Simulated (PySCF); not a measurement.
# H6NO3Tl (Tl(OH)3(NH3)): the cost of one run

Method: PBE0, Tl def2-SVP with ECP60, O def2-SVP, H def2-SVP, N def2-SVP; scalar-relativistic core potentials, no spin–orbit coupling; program: PySCF 2.14.0.

1 further run of the same task is left out (for a known fault of the program).

**1. Starting geometry**

11 atoms, charge 0, spin multiplicity 1.

Bond lengths: Tl1–O2 2.110 Å, Tl1–O4 2.096 Å, Tl1–O6 2.091 Å, Tl1–N8 2.449 Å, O2–H3 0.966 Å, O4–H5 0.966 Å, O6–H7 0.966 Å, N8–H9 1.022 Å, N8–H10 1.018 Å, N8–H11 1.018 Å. Angles: O2–Tl1–O4 117.8°, O2–Tl1–O6 118.8°, O2–Tl1–N8 82.0°, O4–Tl1–O6 121.9°, O4–Tl1–N8 98.8°, O6–Tl1–N8 100.6°, Tl1–O2–H3 108.3°, Tl1–O4–H5 105.9°, Tl1–O6–H7 106.6°, Tl1–N8–H9 97.6°, Tl1–N8–H10 115.8°, Tl1–N8–H11 115.0°, H9–N8–H10 109.1°, H9–N8–H11 109.3°, H10–N8–H11 109.1°.

As a file:

```xyz
11

Tl    0.1492   -0.2948    0.1790
O     0.5099    1.4732    1.2732
H     1.4634    1.5650    1.3945
O    -1.3893   -1.5565    0.8386
H    -1.5653   -1.3031    1.7541
O     1.5741   -0.9234   -1.2165
H     1.4311   -1.8694   -1.3489
N    -1.1840    1.2324   -1.1946
H    -0.9661    2.0938   -0.6905
H    -0.8886    1.3291   -2.1642
H    -2.1890    1.0708   -1.1668
```

Formal oxidation states: Tl +3. An earlier session relaxed this geometry at PBE0, Tl def2-SVP with ECP60, O def2-SVP, H def2-SVP, N def2-SVP (singlet, point group C1).

Its energy there is -455.989567 Eh.

**2. One electron removed, multiplicity 2**

Contents of run.py (the lines that set the calculation):

```python
mol = gto.M(atom='''
Tl     0.14923    -0.29479     0.17904
O      0.50993     1.47317     1.27325
H      1.46338     1.56501     1.39449
O     -1.38926    -1.55648     0.83855
H     -1.56532    -1.30310     1.75405
O      1.57415    -0.92339    -1.21645
H      1.43108    -1.86940    -1.34890
N     -1.18395     1.23238    -1.19457
H     -0.96610     2.09377    -0.69053
H     -0.88860     1.32905    -2.16423
H     -2.18903     1.07082    -1.16683''',
    basis={'Tl': 'def2-SVP', 'O': 'def2-SVP', 'H': 'def2-SVP', 'N': 'def2-SVP'},
    ecp={'Tl': 'def2-SVP'},
    charge=1, spin=1)
mf = dft.UKS(mol, xc='PBE0')
mf.grids.atom_grid = (50, 194)
mf = mf.density_fit()  # fitting sets: Tl def2-universal-JKFIT, O def2-universal-JKFIT, H def2-universal-JKFIT, N def2-universal-JKFIT
mf.conv_tol = 1e-08; mf.max_cycle = 55
mf.kernel(dm0)  # dm0: the density of the relaxed state
```

Command:

```bash
> OMP_NUM_THREADS=2 python run.py
```

**Question.** How long does this run take on 2 threads of Arm Neoverse V1, shared host?

About 51 s.
